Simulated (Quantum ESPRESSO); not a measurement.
# HfIn4SiO6 (P1) in Quantum ESPRESSO: settings compared

The runs below take HfIn4SiO6 through band structure, with LDA, PBEsol.

Program: Quantum ESPRESSO 7.5. These are calculated values, not measurements. Logs are shortened: lines on timing, memory, paths and dates and some standing lists are left out, and cuts for length are marked.

### 1 The structure

The typed cell holds 12 atoms: a = 5.699 Å, b = 6.149 Å, c = 7.308 Å, α = 98.49°, β = 111.85°, γ = 96.55°.

The cell was built by a generator and needn't be a form met in nature.

### 2 Band structure, LDA

pw.in reads:

```
&CONTROL
  calculation = 'scf'
  prefix = 'pwscf'
  outdir = './tmp'
  pseudo_dir = './pseudo'
  tprnfor = .true.
  tstress = .true.
  disk_io = 'low'
/
&SYSTEM
  ibrav = 0
  celldm(1) = 8
  nat = 12
  ntyp = 4
  ecutwfc = 88
  nbnd = 75
  input_dft = 'pz'
  occupations = 'smearing'
  smearing = 'fd'
  degauss = 0.00367493
/
&ELECTRONS
  conv_thr = 2.4d-09
  electron_maxstep = 120
  mixing_beta = 0.5
/
ATOMIC_SPECIES
Hf   178.4900 Hf_ONCV_PBE-1.2.upf
In   114.8180 In_ONCV_PBE-1.2.upf
Si    28.0850 Si_ONCV_PBE-1.2.upf
O     15.9990 O_ONCV_PBE-1.2.upf
CELL_PARAMETERS alat
  1.3461156968276   0.0008999820669   0.0036826037854
 -0.1665462876786   1.4428413285166  -0.0013582406521
 -0.6465650692254  -0.3296556359680   1.5662900497654
ATOMIC_POSITIONS crystal
Hf     0.1179300000    0.0155600000    0.1329200000
In     0.3884200000    0.9990100000    0.7289100000
In     0.7586500000    0.0084200000    0.4958600000
In     0.2346100000    0.4884100000    0.5330000000
In     0.5964900000    0.4821100000    0.2052800000
Si     0.8677800000    0.4402900000    0.8554400000
O      0.5531600000    0.3873800000    0.7929000000
O      0.9345400000    0.3848300000    0.6559600000
O      0.9841400000    0.2621800000    0.0034700000
O      0.9908300000    0.6980600000    0.9845200000
O      0.0866500000    0.0649300000    0.3937400000
O      0.4868000000    0.1088300000    0.2179900000
K_POINTS automatic
3 3 2 0 0 0
```

bands.in reads:

```
&CONTROL
  calculation = 'bands'
  prefix = 'pwscf'
  outdir = './tmp'
  pseudo_dir = './pseudo'
  disk_io = 'low'
  verbosity = 'high'
/
&SYSTEM
  ibrav = 0
  celldm(1) = 8
  nat = 12
  ntyp = 4
  ecutwfc = 88
  nbnd = 75
  input_dft = 'pz'
  occupations = 'smearing'
  smearing = 'fd'
  degauss = 0.00367493
/
&ELECTRONS
  conv_thr = 1d-08
  electron_maxstep = 120
  mixing_beta = 0.5
  diago_full_acc = .true.
  startingwfc = 'random'
/
ATOMIC_SPECIES
Hf   178.4900 Hf_ONCV_PBE-1.2.upf
In   114.8180 In_ONCV_PBE-1.2.upf
Si    28.0850 Si_ONCV_PBE-1.2.upf
O     15.9990 O_ONCV_PBE-1.2.upf
CELL_PARAMETERS alat
  1.3461156968276   0.0008999820669   0.0036826037854
 -0.1665462876786   1.4428413285166  -0.0013582406521
 -0.6465650692254  -0.3296556359680   1.5662900497654
ATOMIC_POSITIONS crystal
Hf     0.1179300000    0.0155600000    0.1329200000
In     0.3884200000    0.9990100000    0.7289100000
In     0.7586500000    0.0084200000    0.4958600000
In     0.2346100000    0.4884100000    0.5330000000
In     0.5964900000    0.4821100000    0.2052800000
Si     0.8677800000    0.4402900000    0.8554400000
O      0.5531600000    0.3873800000    0.7929000000
O      0.9345400000    0.3848300000    0.6559600000
O      0.9841400000    0.2621800000    0.0034700000
O      0.9908300000    0.6980600000    0.9845200000
O      0.0866500000    0.0649300000    0.3937400000
O      0.4868000000    0.1088300000    0.2179900000
K_POINTS crystal
60
 0.5000000000  0.0000000000  0.0000000000 1
 0.4285714286  0.0000000000  0.0000000000 1
 0.3571428571  0.0000000000  0.0000000000 1
 0.2857142857  0.0000000000  0.0000000000 1
 0.2142857143  0.0000000000  0.0000000000 1
 0.1428571429  0.0000000000  0.0000000000 1
 0.0714285714  0.0000000000  0.0000000000 1
 0.0000000000  0.0000000000  0.0000000000 1
 0.0000000000 -0.0833333333  0.0000000000 1
 0.0000000000 -0.1666666667  0.0000000000 1
 0.0000000000 -0.2500000000  0.0000000000 1
 0.0000000000 -0.3333333333  0.0000000000 1
 0.0000000000 -0.4166666667  0.0000000000 1
 0.0000000000 -0.5000000000  0.0000000000 1
 0.5000000000 -0.5000000000  0.0000000000 1
 0.4444444444 -0.4444444444  0.0000000000 1
 0.3888888889 -0.3888888889  0.0000000000 1
 0.3333333333 -0.3333333333  0.0000000000 1
 0.2777777778 -0.2777777778  0.0000000000 1
 0.2222222222 -0.2222222222  0.0000000000 1
 0.1666666667 -0.1666666667  0.0000000000 1
 0.1111111111 -0.1111111111  0.0000000000 1
 0.0555555556 -0.0555555556  0.0000000000 1
 0.0000000000  0.0000000000  0.0000000000 1
 0.0000000000  0.0625000000 -0.0625000000 1
 0.0000000000  0.1250000000 -0.1250000000 1
 0.0000000000  0.1875000000 -0.1875000000 1
 0.0000000000  0.2500000000 -0.2500000000 1
 0.0000000000  0.3125000000 -0.3125000000 1
 0.0000000000  0.3750000000 -0.3750000000 1
 0.0000000000  0.4375000000 -0.4375000000 1
 0.0000000000  0.5000000000 -0.5000000000 1
 0.5000000000  0.5000000000 -0.5000000000 1
 0.4545454545  0.4545454545 -0.4545454545 1
 0.4090909091  0.4090909091 -0.4090909091 1
 0.3636363636  0.3636363636 -0.3636363636 1
 0.3181818182  0.3181818182 -0.3181818182 1
 0.2727272727  0.2727272727 -0.2727272727 1
 0.2272727273  0.2272727273 -0.2272727273 1
 0.1818181818  0.1818181818 -0.1818181818 1
 0.1363636364  0.1363636364 -0.1363636364 1
 0.0909090909  0.0909090909 -0.0909090909 1
 0.0454545455  0.0454545455 -0.0454545455 1
 0.0000000000  0.0000000000  0.0000000000 1
 0.0000000000  0.0000000000 -0.0833333333 1
 0.0000000000  0.0000000000 -0.1666666667 1
 0.0000000000  0.0000000000 -0.2500000000 1
 0.0000000000  0.0000000000 -0.3333333333 1
 0.0000000000  0.0000000000 -0.4166666667 1
 0.0000000000  0.0000000000 -0.5000000000 1
 0.5000000000  0.0000000000 -0.5000000000 1
 0.4444444444  0.0000000000 -0.4444444444 1
 0.3888888889  0.0000000000 -0.3888888889 1
 0.3333333333  0.0000000000 -0.3333333333 1
 0.2777777778  0.0000000000 -0.2777777778 1
 0.2222222222  0.0000000000 -0.2222222222 1
 0.1666666667  0.0000000000 -0.1666666667 1
 0.1111111111  0.0000000000 -0.1111111111 1
 0.0555555556  0.0000000000 -0.0555555556 1
 0.0000000000  0.0000000000  0.0000000000 1
```

Potentials or basis: SG15 PBE 1.2.

On the command line:

```console
$ OMP_NUM_THREADS=1 mpirun -n 4 pw.x -in pw.in > pw.out
$ OMP_NUM_THREADS=1 mpirun -n 4 pw.x -nk 4 -in bands.in > bands.out
```

pw.out:

```text
This program is part of the open-source Quantum ESPRESSO suite
     for quantum simulation of materials; please cite
         "P. Giannozzi et al., J. Phys.:Condens. Matter 21 395502 (2009);
         "P. Giannozzi et al., J. Phys.:Condens. Matter 29 465901 (2017);
         "P. Giannozzi et al., J. Chem. Phys. 152 154105 (2020);
     in publications or presentations arising from this work. More details at

     IMPORTANT: XC functional enforced from input :
     Exchange-correlation= PZ
                           (   1   1   0   0   0   0   0)
     Any further DFT definition will be discarded
     Please, verify this is what you really want

     Subspace diagonalization in iterative solution of the eigenvalue problem:
     a serial algorithm will be used

     --------------------
     sticks:   dense  smooth     PW     G-vecs:    dense   smooth      PW
     Min         870     870    231                43484    43484    6014
     Max         871     871    232                43486    43486    6015
     Sum        3481    3481    925               173939   173939   24059

     Using Slab Decomposition

     bravais-lattice index     =            0
     lattice parameter (alat)  =       8.0000  a.u.
     unit-cell volume          =    1559.2285 (a.u.)^3
     number of atoms/cell      =           12
     number of atomic types    =            4
     number of electrons       =       118.00
     number of Kohn-Sham states=           75
     kinetic-energy cutoff     =      88.0000  Ry
     charge density cutoff     =     352.0000  Ry
     scf convergence threshold =      2.4E-09
     mixing beta               =       0.5000
     number of iterations used =            8  plain     mixing
     Exchange-correlation= PZ
                           (   1   1   0   0   0   0   0)

     celldm(1)=   8.000000  celldm(2)=   0.000000  celldm(3)=   0.000000
     celldm(4)=   0.000000  celldm(5)=   0.000000  celldm(6)=   0.000000

     crystal axes: (cart. coord. in units of alat)
               a(1) = (   1.346116   0.000900   0.003683 )
               a(2) = (  -0.166546   1.442841  -0.001358 )
               a(3) = (  -0.646565  -0.329656   1.566290 )

     reciprocal axes: (cart. coord. in units 2 pi/alat)
               b(1) = (  0.741933  0.085946  0.324359 )
               b(2) = ( -0.000862  0.693114  0.145524 )
               b(3) = ( -0.001745  0.000399  0.637815 )

     PseudoPot. # 1 for Hf read from file:
     Hf_ONCV_PBE-1.2.upf
     Pseudo is Norm-conserving, Zval = 26.0
     Generated using ONCVPSP code by D. R. Hamann
     Using radial grid of  602 points,  8 beta functions with:
                l(1) =   0
                l(2) =   0
                l(3) =   1
                l(4) =   1
                l(5) =   2
                l(6) =   2
                l(7) =   3
                l(8) =   3

     PseudoPot. # 2 for In read from file:
     In_ONCV_PBE-1.2.upf
     Pseudo is Norm-conserving, Zval = 13.0
[... 77 lines left out ...]
     ethr =  1.00E-02,  avg # of iterations = 12.0

     total energy              =   -1062.57442868 Ry
     estimated scf accuracy    <       2.48810758 Ry
[... 85 lines left out ...]
     iteration # 14     ecut=    88.00 Ry     beta= 0.50
     Davidson diagonalization with overlap
     ethr =  3.08E-12,  avg # of iterations =  2.0

     End of self-consistent calculation

          k = 0.0000 0.0000 0.0000 ( 21711 PWs)   bands (ev):

   -53.8666 -22.8378 -22.8121 -22.7857 -12.0094 -10.7235 -10.6178 -10.5322
   -10.1115  -9.8928  -5.6732  -5.6517  -5.6274  -5.6159  -5.5981  -5.5733
    -5.5608  -5.5414  -5.5177  -5.4727  -5.3733  -5.3544  -5.3305  -5.3111
    -5.2957  -5.2765  -5.2362  -5.2174  -5.1879  -5.1767  -3.4985  -3.4743
    -3.4633  -3.4272  -3.4160  -3.4043  -3.3832  -0.4038   1.4379   1.6911
     2.0374   2.1420   2.8724   3.0134   3.0850   3.4269   3.6422   3.6931
     3.8691   4.2167   4.3155   4.5799   4.7738   4.9605   5.1789   5.5280
     6.2499   7.5635   8.1100   9.2282  10.2213  10.2688  11.1738  11.2543
    11.5751  12.0929  12.1367  12.5299  12.7539  12.9443  13.1972  13.2693
    13.4769  14.0539  15.0842

          k = 0.0009-0.0002-0.3189 ( 21736 PWs)   bands (ev):

   -53.8666 -22.8378 -22.8121 -22.7857 -11.9956 -10.7702 -10.6167 -10.5357
   -10.0706  -9.8968  -5.6656  -5.6519  -5.6280  -5.6097  -5.6013  -5.5878
    -5.5556  -5.5307  -5.5187  -5.4761  -5.3731  -5.3555  -5.3319  -5.3115
    -5.2990  -5.2787  -5.2354  -5.2219  -5.1812  -5.1775  -3.5030  -3.4726
    -3.4631  -3.4272  -3.4175  -3.4067  -3.3832  -0.3941   1.4171   1.5304
     2.0948   2.2972   2.5082   2.9374   3.2796   3.3727   3.6093   3.8188
     4.0718   4.2034   4.5111   4.6068   4.8747   5.0567   5.4435   5.5136
     5.7043   7.4864   7.9520   9.4825   9.9097  10.4521  10.7645  11.4876
    11.7582  11.8257  11.9259  12.3601  12.4534  12.6338  13.1476  13.7150
    14.0570  14.5142  14.9221

          k =-0.0003 0.2310 0.0485 ( 21729 PWs)   bands (ev):

   -53.8666 -22.8380 -22.8125 -22.7858 -11.9172 -10.8851 -10.5968 -10.5331
   -10.0779  -9.8926  -5.6694  -5.6473  -5.6153  -5.6070  -5.5948  -5.5764
    -5.5535  -5.5489  -5.5122  -5.4872  -5.3919  -5.3673  -5.3273  -5.3182
    -5.2927  -5.2773  -5.2330  -5.2188  -5.2091  -5.1509  -3.4919  -3.4697
    -3.4617  -3.4271  -3.4177  -3.4047  -3.3832  -0.1875   1.0562   1.5256
     1.9838   2.0714   2.7174   3.0073   3.1276   3.6254   3.7097   3.9012
     4.0198   4.1363   4.3668   4.6672   4.9168   5.0757   5.3809   5.5686
     6.2716   7.1735   8.0951   9.3482   9.9004  10.2132  10.6782  11.1010
    11.4681  11.8541  12.1652  12.5335  12.8933  13.1883  13.4049  13.7022
    13.9045  14.2743  14.9023
[... 55 lines left out ...]
   -53.8666 -22.8382 -22.8127 -22.7858 -11.8954 -10.8810 -10.6009 -10.5563
   -10.0380  -9.9247  -5.6657  -5.6486  -5.6258  -5.6069  -5.5969  -5.5684
    -5.5515  -5.5458  -5.5203  -5.4881  -5.3780  -5.3628  -5.3321  -5.3272
    -5.2873  -5.2814  -5.2380  -5.2335  -5.2198  -5.1543  -3.4913  -3.4697
    -3.4604  -3.4312  -3.4171  -3.3982  -3.3840  -0.0268   1.2653   1.5255
     1.6845   2.1557   2.2752   2.7154   3.0400   3.5423   3.7914   4.0843
     4.1708   4.3909   4.6692   4.7751   4.8786   5.1936   5.4810   5.6938
     6.0050   6.9247   7.3849   9.0212   9.7567  10.7646  11.0167  11.4565
    11.6285  11.9407  12.1641  12.6128  12.8170  13.1923  13.4470  13.9740
    14.2615  14.4655  14.8374

          k = 0.2476-0.2024 0.0596 ( 21760 PWs)   bands (ev):

   -53.8666 -22.8382 -22.8127 -22.7858 -11.8982 -10.8762 -10.5983 -10.5588
   -10.0427  -9.9226  -5.6615  -5.6484  -5.6310  -5.6111  -5.5998  -5.5706
    -5.5552  -5.5437  -5.5186  -5.4900  -5.3713  -5.3561  -5.3317  -5.3056
    -5.2871  -5.2795  -5.2347  -5.2306  -5.2082  -5.1994  -3.4911  -3.4696
    -3.4606  -3.4315  -3.4168  -3.3989  -3.3840  -0.0211   1.2520   1.4584
     1.8003   2.1134   2.3417   2.8165   3.2647   3.6292   3.7592   3.9370
     4.0731   4.2078   4.3564   4.8516   4.9719   5.1488   5.2237   5.6282
     6.1613   7.1620   7.3672   9.3750  10.1739  10.4750  10.7392  11.2129
    11.5505  11.8613  12.3486  12.6508  12.7852  13.0192  13.4843  13.9782
    14.2964  14.5994  15.1155

          k = 0.2485-0.2026-0.2593 ( 21731 PWs)   bands (ev):

   -53.8666 -22.8382 -22.8127 -22.7859 -11.8935 -10.8862 -10.6008 -10.5587
   -10.0325  -9.9246  -5.6638  -5.6496  -5.6313  -5.6081  -5.5991  -5.5750
    -5.5529  -5.5422  -5.5174  -5.4908  -5.3654  -5.3551  -5.3284  -5.3061
    -5.2905  -5.2817  -5.2322  -5.2256  -5.2172  -5.1990  -3.4917  -3.4692
    -3.4602  -3.4315  -3.4178  -3.3994  -3.3840  -0.0274   1.1589   1.6253
     1.8288   2.1453   2.2401   2.6657   3.1267   3.3484   3.9201   4.0147
     4.1604   4.4341   4.5884   4.6461   4.9867   5.0627   5.4578   5.7375
     6.0707   6.9845   7.4283   9.4707   9.9384  10.4562  10.9320  11.4143
    11.5772  11.9389  12.0868  12.4151  12.6706  13.2102  13.4085  13.8496
    14.0476  14.4265  14.9980

     the Fermi energy is     8.5712 ev

!    total energy              =   -1063.49979797 Ry
     estimated scf accuracy    <          3.6E-10 Ry
     smearing contrib. (-TS)   =      -0.00000209 Ry
     internal energy E=F+TS    =   -1063.49979588 Ry

     The total energy is F=E-TS. E is the sum of the following terms:
     one-electron contribution =    -600.05071993 Ry
     hartree contribution      =     372.03328059 Ry
     xc contribution           =    -135.97691369 Ry
     ewald contribution        =    -699.50544285 Ry

     convergence has been achieved in  14 iterations

     Forces acting on atoms (cartesian axes, Ry/au):

     atom    1 type  1   force =     0.00315137    0.00832738    0.00671137
     atom    2 type  2   force =     0.00149409    0.00889497   -0.00626111
     atom    3 type  2   force =     0.00372673    0.01427357   -0.00598723
     atom    4 type  2   force =    -0.00436312   -0.01135824    0.00840593
     atom    5 type  2   force =     0.00014164   -0.00925240   -0.00074070
     atom    6 type  3   force =     0.00024141   -0.00016008    0.00098884
     atom    7 type  4   force =    -0.01646769   -0.00639688   -0.00798829
     atom    8 type  4   force =     0.01400456   -0.00509661   -0.01729668
     atom    9 type  4   force =     0.01068654   -0.03253611    0.01860942
     atom   10 type  4   force =     0.00234145    0.03408307    0.02068342
     atom   11 type  4   force =     0.00772983    0.00209007   -0.01525969
     atom   12 type  4   force =    -0.02268682   -0.00286873   -0.00186528

     Total force =     0.075093     Total SCF correction =     0.000168

     Computing stress (Cartesian axis) and pressure

          total   stress  (Ry/bohr**3)                   (kbar)     P=      -49.03
  -0.00031221  -0.00001605  -0.00000864          -45.93       -2.36       -1.27
  -0.00001605  -0.00036469  -0.00000719           -2.36      -53.65       -1.06
  -0.00000864  -0.00000719  -0.00032292           -1.27       -1.06      -47.50

=------------------------------------------------------------------------------=
   JOB DONE.
=------------------------------------------------------------------------------=
```

It took 16 min on 4 MPI ranks of Arm Neoverse V2, shared host; peak memory 2.4 GiB.

Results:

```yaml
Free_energy: -14469.6519 eV
Pressure: -4.9 GPa
Largest_force: 1.027 eV/Å
Band_gap_on_the_k_mesh: 0.91 eV, indirect (least direct gap 1.12 eV)
Band_gap_along_the_path: 1.12 eV, direct
```

Forces in eV/Å, atoms in the order of the input:
```
Hf   0.081  0.214  0.173
In   0.038  0.229 -0.161
In   0.096  0.367 -0.154
In  -0.112 -0.292  0.216
In   0.004 -0.238 -0.019
Si   0.006 -0.004  0.025
O   -0.423 -0.164 -0.205
O    0.360 -0.131 -0.445
O    0.275 -0.837  0.478
O    0.060  0.876  0.532
O    0.199  0.054 -0.392
O   -0.583 -0.074 -0.048
```

Levels at the corners of the path, in eV from the valence-band top:
| point | band 57 | band 58 | band 59 | band 60 | band 61 | band 62 |
| --- | --- | --- | --- | --- | --- | --- |
| X | -2.44 | -1.23 | -0.69 | 1.50 | 2.36 | 2.60 |
| Γ | -1.86 | -0.55 | 0.00 | 1.12 | 2.11 | 2.16 |
| Y | -2.27 | -1.03 | -0.03 | 1.37 | 1.74 | 2.14 |
| L | -1.99 | -1.20 | -0.83 | 1.59 | 1.94 | 2.06 |
| Γ | -1.86 | -0.55 | 0.00 | 1.12 | 2.11 | 2.16 |
| Z | -1.76 | -1.23 | -0.73 | 1.22 | 1.74 | 2.04 |
| N | -1.90 | -1.22 | -0.90 | 1.63 | 1.94 | 2.05 |
| Γ | -1.86 | -0.55 | 0.00 | 1.12 | 2.11 | 2.16 |
| M | -2.41 | -0.62 | -0.16 | 1.37 | 1.80 | 2.34 |
| R | -2.35 | -1.17 | -0.97 | 1.83 | 2.09 | 2.34 |
| Γ | -1.86 | -0.55 | 0.00 | 1.12 | 2.11 | 2.16 |

Caveat: the k mesh is coarse (spacing up to 0.47 Å⁻¹), so the values aren't converged; the potentials were made for another functional, which shifts forces and pressure; spin-orbit coupling is left out, which moves the levels of the heavy elements. Expect the measured gap to be larger: semilocal functionals such as LDA lack the derivative discontinuity.

### 3 Band structure, PBEsol

pw.in, as its differences from that of step 2:

```diff
@@ -16,3 +16,3 @@
   nbnd = 75
-  input_dft = 'pz'
+  input_dft = 'pbesol'
   occupations = 'smearing'
```

bands.in, as its differences from that of step 2:

```diff
@@ -15,3 +15,3 @@
   nbnd = 75
-  input_dft = 'pz'
+  input_dft = 'pbesol'
   occupations = 'smearing'
```

Potentials or basis: SG15 PBE 1.2.

On the command line:

```console
$ OMP_NUM_THREADS=1 mpirun -n 4 pw.x -in pw.in > pw.out
$ OMP_NUM_THREADS=1 mpirun -n 4 pw.x -nk 4 -in bands.in > bands.out
```

Run time: 17 min. Hardware: 4 MPI ranks of Arm Neoverse V2, shared host; peak memory 2.4 GiB.

The run converged. Its results:

| Item | Value |
| --- | --- |
| Free energy | -14479.3740 eV |
| Pressure | -2.5 GPa |
| Largest force | 0.553 eV/Å |
| Band gap on the k mesh | 0.91 eV, indirect (least direct gap 1.10 eV) |
| Band gap along the path | 1.10 eV, direct |

Forces in eV/Å, atoms in the order of the input:
```
Hf   0.027  0.082  0.044
In   0.022  0.127 -0.089
In   0.038  0.190 -0.069
In  -0.048 -0.146  0.097
In   0.009 -0.111 -0.003
Si   0.008  0.000  0.032
O   -0.297 -0.098 -0.118
O    0.235 -0.073 -0.288
O    0.134 -0.442  0.267
O    0.035  0.472  0.286
O    0.075  0.026 -0.140
O   -0.238 -0.027 -0.020
```

Stress tensor (GPa, compression positive):
```
-2.40 -0.10 -0.07
-0.10 -2.78 -0.07
-0.07 -0.07 -2.44
```

Levels at the corners of the path, in eV from the valence-band top:
```
point  band 57  band 58  band 59  band 60  band 61  band 62
    X    -2.48    -1.24    -0.71     1.52     2.36     2.61
    Γ    -1.88    -0.56     0.00     1.10     2.11     2.16
    Y    -2.29    -1.04    -0.04     1.35     1.75     2.13
    L    -2.02    -1.20    -0.85     1.58     1.95     2.06
    Γ    -1.88    -0.56     0.00     1.10     2.11     2.16
    Z    -1.78    -1.24    -0.72     1.20     1.75     2.04
    N    -1.92    -1.23    -0.91     1.64     1.94     2.05
    Γ    -1.88    -0.56     0.00     1.10     2.11     2.16
    M    -2.45    -0.64    -0.14     1.35     1.80     2.37
    R    -2.38    -1.17    -0.98     1.85     2.10     2.34
    Γ    -1.88    -0.56     0.00     1.10     2.11     2.16
```

Caveat: the k mesh is coarse (spacing up to 0.47 Å⁻¹), so the values aren't converged; the potentials were made for another functional, which shifts forces and pressure; spin-orbit coupling is left out, which moves the levels of the heavy elements.
